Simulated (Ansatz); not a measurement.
**AlGeH₅ (singlet): the correlation ladder at distance Al2–H7 = 2.166 Å, cc-pVDZ**

Aim: climb from Hartree-Fock through coupled cluster and multireference methods for AlGeH₅ (singlet) at one geometry and basis, and see what each rung misses.

Computed with Ansatz 0.2.0, Gaussian basis. Level: cc-pVDZ, core rule «outside noble gas», up to 19 orbitals frozen.

Plan: UHF; CCSD(T) on RHF; BCCD(T) on RHF; CISD; CCSDT(Q) on RHF; CASSCF and NEVPT2, 2 electrons in 2 orbitals; CASSCF and NEVPT2, 8 electrons in 8 orbitals.

26 further runs of the same task are left out: 1 for a mislabelled method, 18 that didn't finish, 7 set aside as unsound or not needed.

## (1) The geometry

The geometry derives from a PBE0/def2-TZVP stationary point (not a proven minimum). One bond is set to the value named and the two fragments are kept rigid. No spin-orbit coupling is included. The filled d shell of Ge may be among the frozen orbitals whatever the setting's name suggests; the logs give the count.

7 atoms, charge 0, spin multiplicity 1.

Atoms are counted from 1 here; the program's logs count them from 0.

Bond lengths: Ge1–Al2 2.479 Å, Ge1–H3 1.541 Å, Ge1–H4 1.543 Å, Ge1–H5 1.543 Å, Al2–H6 1.588 Å. Angles: Al2–Ge1–H3 113.9°, Al2–Ge1–H4 111.3°, Al2–Ge1–H5 111.3°, H3–Ge1–H4 106.9°, H3–Ge1–H5 106.9°, H4–Ge1–H5 106.0°, Ge1–Al2–H6 121.3°.

As a file:

```
Ge    0.0000    0.0057    0.6881
Al    0.0000    0.0059   -1.7906
H     0.0000    1.4139    1.3131
H     1.2327   -0.7339    1.2492
H    -1.2327   -0.7339    1.2492
H     0.0000    1.3630   -2.6146
H     0.0000   -1.8803   -2.8555
```

## (2) UHF

Contents of in.yaml:

```yaml
crystal:
  periodic: [false, false, false]
  atoms:
    - {symbol: Ge, position_ang: [0.000000, 0.005745, 0.688117]}
    - {symbol: Al, position_ang: [0.000000, 0.005871, -1.790596]}
    - {symbol: H, position_ang: [0.000000, 1.413871, 1.313051]}
    - {symbol: H, position_ang: [1.232737, -0.733905, 1.249188]}
    - {symbol: H, position_ang: [-1.232737, -0.733905, 1.249188]}
    - {symbol: H, position_ang: [0.000000, 1.363021, -2.614625]}
    - {symbol: H, position_ang: [0.000000, -1.880295, -2.855458]}
basis:
  gaussian: {orbitals: cc-pVDZ}
magnetization: {spin_polarized: true, initial_magnetization: 0}
hamiltonian: {xc: hf}
output: {orbitals: {seedname: orbitals}}
```

On the command line:

```console
ansatz run in.yaml --threads 1 --pin off --events-out ev --progress --plain --max-ram 2393MiB
```

The runs that follow: CCSD(T) on RHF; BCCD(T) on RHF; CISD; CCSDT(Q) on RHF; CASSCF and NEVPT2, 2 electrons in 2 orbitals; CASSCF and NEVPT2, 8 electrons in 8 orbitals.

**Question.** What will the summary of the whole plan be? Wanted: RCCSDT(Q) below the RHF energy; RMP2 from RCCSDT(Q); RCCSD from RCCSDT(Q); RCCSD(T) from RCCSDT(Q); NEVPT2 pair from RCCSDT(Q); NEVPT2 frontier from RCCSDT(Q); T1 diagnostic.

**Answer**, as computed:

| quantity | value |
| --- | --- |
| RCCSDT(Q) below the RHF energy | -6.1063 eV |
| RMP2 from RCCSDT(Q) | +1461.2 meV |
| RCCSD from RCCSDT(Q) | +173.4 meV |
| RCCSD(T) from RCCSDT(Q) | +38.2 meV |
| NEVPT2 pair from RCCSDT(Q) | +1307.2 meV |
| NEVPT2 frontier from RCCSDT(Q) | +1285.0 meV |
| levels within 1 kcal/mol (43 meV) | RCCSD(T), BCCD(T), RCCSDT |
| T1 diagnostic | 0.015 |

In words: RCCSD(T) misses by +38.2 meV, 0.6 % of the correlation energy. Of the multireference levels listed NEVPT2 frontier comes nearest in total energy (+1285.0 meV), which doesn't show that its space is the better one. These misses are within one basis, not against nature.
